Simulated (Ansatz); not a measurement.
**TaCl+ (quartet): wave-function methods side by side, def2-TZVPP**

The task here is to estimate one member of a computed series from the others.

The runs use Ansatz 0.2.0, Gaussian basis; def2-TZVPP, core rule «outside noble gas», up to 9 orbitals frozen.

Plan: UHF; ROHF; CCSD(T) on UHF.

### What is computed

The geometry is a PBE0/def2-TZVP stationary point (not a proven minimum) of the parent state, kept for this charge and spin. No spin-orbit coupling is included. Elements past krypton take def2 core potentials.

2 atoms, charge 1, spin multiplicity 4.

Atoms are counted from 1 here; the program's logs count them from 0.

Bond lengths: Ta1–Cl2 2.156 Å.

The first run:

in.yaml

```yaml
crystal:
  periodic: [false, false, false]
  atoms:
    - {symbol: Ta, position_ang: [0.000000, 0.000000, 0.000000]}
    - {symbol: Cl, position_ang: [0.000000, 0.000000, 2.155600]}
basis:
  gaussian: {orbitals: def2-TZVPP}
total_charge: 1
magnetization: {spin_polarized: true, initial_magnetization: 3}
hamiltonian: {xc: hf}
output: {orbitals: {seedname: orbitals}}
```

Started as:

```
> ansatz run in.yaml --threads 1 --pin off --events-out ev --progress --plain --max-ram 4096MiB --backend cpu
```

Among the steps run: UHF; ROHF; CCSD(T) on UHF.

One table of the session follows, with a row left open; its other results are not shown here.

| method | from UCCSD(T) (meV) |
| --- | --- |
| ROHF | +7880.1 |
| UHF | +7714.6 |
| UMP2 | ? |
| UCCSD | +392.7 |
| UCCSD(T) | 0 |

**Question.** Estimate the row for UMP2.

**Answer.** from UCCSD(T) (meV): +931.5. In the column «from UCCSD(T) (meV)» it lies between UCCSD (+392.7) and UHF (+7714.6).

Caveats from the session: Warnings: coupled cluster took another determinant than the lowest.
